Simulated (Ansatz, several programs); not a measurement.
Antiperovskite Mg3SiO, relaxed with r2SCAN in Ansatz (plane waves, PAW): it is cubic, Pm-3m (No. 221); a = 4.184 Å in the conventional setting, 14.65 Å³ an atom. Around Si lie 12 Mg at 2.96 Å; around O lie 6 Mg at 2.09 Å; around Mg lie 2 O at 2.09 Å and 4 Si at 2.96 Å. The cell was then scaled with its shape and fractional coordinates held. The structure was generated, not taken from experiment, and needn't be the ground state; spin polarisation is off.

| V (Å³/atom) | E (meV/atom) |
| --- | --- |
| 13.766 | 16.60 |
| 14.645 | 0.00 |
| 15.084 | 3.44 |
| 15.524 | 13.26 |

Problem. Pass a cubic E = c₀ + c₁u + c₂u² + c₃u³, with u = V − 14.755 Å³, through these points.

Solution. c₀ = 0.21, c₁ = +3.942, c₂ = 18.610, c₃ = -2.1605 (meV and Å³).

Problem. Where is the minimum, and what bulk modulus follows?

Solution. dE/du = 0 at u = -0.104, so V₀ = 14.65 Å³. B = V₀ d²E/dV² = 14.65 × (2c₂ + 6c₃u) = 14.65 × 38.569 = 565 meV/Å³, and 1 meV/Å³ is 0.16022 GPa: 91 GPa. A third-order Birch-Murnaghan fit to all five points gives 14.65 Å³ and 90 GPa.

Problem. Predict the energy and the pressure at the withheld volume, 14.206 Å³.

Solution. With u = -0.549: E ≈ 4.01 meV and P = −dE/dV ≈ +2.96 GPa. The run gives 3.99 meV and, from its stress, +2.95 GPa.
